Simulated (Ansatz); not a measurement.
# FGeHS: small, medium and large basis sets

The task here is to estimate one member of a computed series from the others.

The runs use Ansatz 0.2.0, Gaussian basis; one geometry, several basis sets.

The runs, in order: PBE0-D4/def2-SVP; ωB97M-V/def2-SVP; PBE0-D4/def2-QZVPP; ωB97M-V/def2-QZVPP; the functionals' def2-TZVPP values are taken from earlier runs.

## Structure used throughout

The geometry comes from an earlier relaxation with PBE0-D4 in a triple-zeta def2 set; it is a stationary point.

SMILES `[F][Ge][SH]`, 4 atoms, charge 0, spin multiplicity 1.

Atoms are counted from 1 here; the program's logs count them from 0.

Bond lengths: F1–Ge2 1.757 Å, Ge2–S3 2.235 Å, S3–H4 1.345 Å. Angles: F1–Ge2–S3 95.2°, Ge2–S3–H4 92.2°.

The first run:

Contents of in.yaml:

```yaml
crystal:
  periodic: [false, false, false]
  atoms:
    - {symbol: F, position_ang: [-1.910853, 0.471427, 0.574614]}
    - {symbol: Ge, position_ang: [-0.304096, -0.064244, 1.041916]}
    - {symbol: S, position_ang: [0.531545, -0.027429, -1.030755]}
    - {symbol: H, position_ang: [1.739004, -0.440054, -0.605975]}
basis:
  gaussian: {orbitals: def2-SVP}
hamiltonian: {xc: pbe0, dispersion: d4}
output: {orbitals: {seedname: orbitals}}
```

On the command line:

```console
> ansatz run in.yaml --threads 4 --pin off --events-out ev --progress --plain --max-ram 10444MiB
```

Among the steps run: PBE0-D4 in def2-SVP; ωB97M-V in def2-SVP; PBE0-D4 in def2-QZVPP; ωB97M-V in def2-QZVPP.

One of the session's tables, all rows but one given; the rest of the session is left out.

It belongs to the step «Functionals by basis». 

| functional | basis | HOMO (eV) | LUMO (eV) |
| --- | --- | --- | --- |
| PBE0-D4 | def2-SVP | -7.53 | -2.33 |
| PBE0-D4 | def2-TZVPP | ? | ? |
| PBE0-D4 | def2-QZVPP | -7.67 | -2.50 |
| ωB97M-V | def2-SVP | -9.54 | -0.33 |
| ωB97M-V | def2-TZVPP | -9.66 | -0.48 |
| ωB97M-V | def2-QZVPP | -9.73 | -0.61 |

**Question.** Estimate the row for PBE0-D4, def2-TZVPP.

The run gave: HOMO (eV): -7.62; LUMO (eV): -2.44. In the column «HOMO (eV)» it lies between PBE0-D4, def2-QZVPP (-7.67) and PBE0-D4, def2-SVP (-7.53).
